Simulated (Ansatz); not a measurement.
Run this with Ansatz's Python interface and show what comes out.

`hks.py`:
```python
'''Vertical ionisation energy of HKS.'''

import ansatz as az

BASIS = 'def2-TZVP'
LEVEL = 'CCSD(T)'


def energy_of(molecule, charge=0, unpaired=0):
    calc = (
        molecule.calculation()
        .basis(gaussian=BASIS)
        .correlation(LEVEL)
    )
    if charge:
        calc = calc.charge(charge)
    if unpaired:
        calc = calc.spin('collinear', total=unpaired)
    return calc.run().report['free_energy_ev']

GEOMETRY = '''
S    -0.59370   -0.75010   -0.41470
K     1.69800    0.05580    0.93810
H    -1.11530    0.62950   -0.53670
'''

hks = az.Crystal.molecule()
for line in GEOMETRY.strip().splitlines():
    symbol, *xyz = line.split()
    hks = hks.atom(symbol, [float(v) for v in xyz])

# total-energy differences at one geometry
parent = energy_of(hks, 0, 0)
cation = energy_of(hks, 1, 1)
print(f'E(N)   = {parent:.5f} eV')
print(f'E(N-1) = {cation:.5f} eV  (1 unpaired)')
print(f'vertical ionisation energy {cation - parent:.3f} eV')
```

Output of `python hks.py`:
```text
E(N)   = -27148.64236 eV
E(N-1) = -27141.76457 eV  (1 unpaired)
vertical ionisation energy 6.878 eV
```

At this unrelaxed geometry removing an electron costs 6.88 eV.

Reading the output:
- Total energies depend on the basis set; only differences at equal settings carry meaning.
- The geometry is a force-field or estimated start, not a minimum of this method, and the basis set is short of its limit. All parts are taken at fixed geometry, without zero-point energy. At an unrelaxed start these energies can be a whole eV from those at the minimum, and a small affinity can change sign.
- Finished in 20 s on 1 thread of Arm Neoverse V1, with other jobs on the host, peak memory 0.36 GiB.
